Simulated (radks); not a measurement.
# Ionisation of Zr⁺: one atom, several choices of relativity

The task here is to estimate one member of a computed series from the others.

The numbers are computed with radks (a radial shooting solver on a logarithmic mesh, Libxc functionals) version 1 (Kohn-Sham, PBE, spin-unpolarised, spherical densities), except any that are marked as measured or tabulated.

**The system**

- element: zirconium (Z = 40)
- charge: +1
- electrons: 39
- configuration: [Kr] 4d2 5s1
- ion: Zr²⁺, [Kr] 4d2
- choices: non-relativistic; scalar-relativistic; Dirac, 2j+1 shares; Dirac, low j first; scalar-relativistic, finite nucleus; Dirac, 2j+1 shares, finite nucleus; Dirac, c × 100; Dirac, c × 1.25; Dirac, c × 0.75

The first run:

Input:

```text
Z 40
configuration [Kr] 4d2 5s1
relativity non-relativistic
functional pbe,pbe
spin unpolarised
nucleus point
```

Among the steps run: non-relativistic: Zr⁺.

One table of the session follows, with a row left open; its other results are not shown here.

It belongs to the step «non-relativistic: Zr⁺». From the orbitals of this run (lengths in bohr):

| level | <r> | outermost maximum (interpolated) | 90 % within | nodes |
| --- | --- | --- | --- | --- |
| 2p | 0.1437 | 0.111 | 0.234 | 0 |
| 3s | 0.4700 | 0.419 | 0.695 | 2 |
| 3p | 0.4671 | 0.407 | 0.707 | 1 |
| 3d | 0.4514 | 0.347 | 0.725 | 0 |
| 4s | ? | ? | ? | ? |
| 4p | 1.377 | 1.19 | 2.05 | 2 |
| 4d | 2.100 | 1.56 | 3.39 | 1 |
| 5s | 3.501 | 3.07 | 5.11 | 4 |

**Question.** Estimate the row for 4s.

The run gave: <r>: 1.240; outermost maximum (interpolated): 1.10; 90 % within: 1.81; nodes: 3. In the column «<r>» it lies between 3s (0.4700) and 4p (1.377).

Limits of these values: Spin polarisation and multiplet splitting of open shells are left out at every level.
